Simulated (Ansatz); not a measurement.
# CH7ClO2Si2: up Jacob's ladder to CCSD(T)

Aim: compute CH7ClO2Si2 with functionals from several rungs and with coupled cluster, and see how far each lands from CCSD(T) at the basis-set limit for the atomisation energy.

Program: Ansatz 0.2.0, Gaussian basis. Level of theory: functionals in def2-TZVPP, the program's frozen cores in correlated methods. These are calculated values, not measurements.

Levels to be run: PBE-D4, r2SCAN-D4, PBE0-D4, B3LYP-D4, ωB97X-V, ωB97M-V, B2PLYP; CCSD(T)/def2-TZVPP; MP2/def2-QZVPP; extrapolation to the limit.

## 1. The geometry

All runs share one geometry, relaxed beforehand with PBE0-D4 in a triple-zeta def2 set.

SMILES `CO[Si](O)([SiH3])Cl`, 13 atoms, charge 0, spin multiplicity 1.

Atoms are counted from 1 here; the program's logs count them from 0.

Bond lengths: C1–O2 1.412 Å, C1–H7 1.094 Å, C1–H8 1.095 Å, C1–H9 1.090 Å, O2–Si3 1.630 Å, Si3–O4 1.626 Å, Si3–Si5 2.333 Å, Si3–Cl6 2.073 Å, O4–H10 0.960 Å, Si5–H11 1.488 Å, Si5–H12 1.485 Å, Si5–H13 1.486 Å. Angles: O2–C1–H7 111.1°, O2–C1–H8 111.3°, O2–C1–H9 107.9°, H7–C1–H8 108.8°, H7–C1–H9 109.0°, H8–C1–H9 108.6°, C1–O2–Si3 126.5°, O2–Si3–O4 108.2°, O2–Si3–Si5 114.5°, O2–Si3–Cl6 107.1°, O4–Si3–Si5 108.3°, O4–Si3–Cl6 110.5°, Si5–Si3–Cl6 108.2°, Si3–O4–H10 118.3°, Si3–Si5–H11 108.6°, Si3–Si5–H12 110.1°, Si3–Si5–H13 110.5°, H11–Si5–H12 109.1° and more.

## 2. PBE-D4 (GGA)

File in.yaml:

```yaml
crystal:
  periodic: [false, false, false]
  atoms:
    - {symbol: C, position_ang: [-1.320745, 0.943454, -1.374931]}
    - {symbol: O, position_ang: [0.044680, 0.852464, -1.028814]}
    - {symbol: Si, position_ang: [0.757299, -0.361331, -0.207563]}
    - {symbol: O, position_ang: [2.368579, -0.161418, -0.303686]}
    - {symbol: Si, position_ang: [0.166817, -0.484118, 2.046257]}
    - {symbol: Cl, position_ang: [0.189464, -2.133048, -1.121270]}
    - {symbol: H, position_ang: [-1.636572, 0.078064, -1.964404]}
    - {symbol: H, position_ang: [-1.953048, 1.013359, -0.483890]}
    - {symbol: H, position_ang: [-1.456483, 1.847206, -1.969731]}
    - {symbol: H, position_ang: [2.763998, -0.058033, -1.172177]}
    - {symbol: H, position_ang: [-1.314639, -0.582546, 2.143327]}
    - {symbol: H, position_ang: [0.774394, -1.688398, 2.667499]}
    - {symbol: H, position_ang: [0.616245, 0.734326, 2.769392]}
basis:
  gaussian: {orbitals: def2-TZVPP}
hamiltonian: {xc: pbe, dispersion: d4}
output: {forces: true, orbitals: {seedname: orbitals}}
```

Started as:

```bash
ansatz run in.yaml --threads 2 --pin off --events-out ev --progress --plain --max-ram 32768MiB --backend cuda --devices 0, --max-vram 18GiB
```

The runs that follow: r2SCAN-D4 (meta-GGA); PBE0-D4 (hybrid); B3LYP-D4 (hybrid); ωB97X-V (range-separated); ωB97M-V (range-separated); B2PLYP (double hybrid); CCSD(T) in def2-TZVPP; MP2 in def2-QZVPP.

Q: Predict the results of all the runs planned. Wanted: atomisation energy, CCSD(T)/CBS; farthest; mean size of error, hybrid; mean size of error, range-separated; gap, smallest and largest; T1 diagnostic; triples share of the correlation energy.

**Answer**, as computed:

| quantity | value |
| --- | --- |
| atomisation energy, CCSD(T)/CBS | 1121.4 kcal/mol |
| functionals within 5.6 kcal/mol (0.5 %) | PBE-D4, r2SCAN-D4, ωB97X-V, ωB97M-V |
| farthest | B2PLYP (-19.9 kcal/mol) |
| mean size of error, hybrid | 10.1 kcal/mol |
| mean size of error, range-separated | 1.3 kcal/mol |
| gap, smallest and largest | 5.95 eV (PBE-D4), 12.51 eV (ωB97X-V) |
| T1 diagnostic | 0.0119 |
| triples share of the correlation energy | 3.7 % |

PBE-D4 is off by +5.1 kcal/mol. Double hybrids carry the basis error of their MP2 part in triple zeta, and no dispersion term here, so their miss is partly the set-up's. The reference freezes the cores and leaves out relativity and excitations past (T), so misses under about 5.6 kcal/mol can't be ranked. Hartree-Fock recovers 73 % of the binding; the rest is correlation. The gap grows from 6.0 to 12.5 eV across the functionals, mostly with the share of exact exchange.
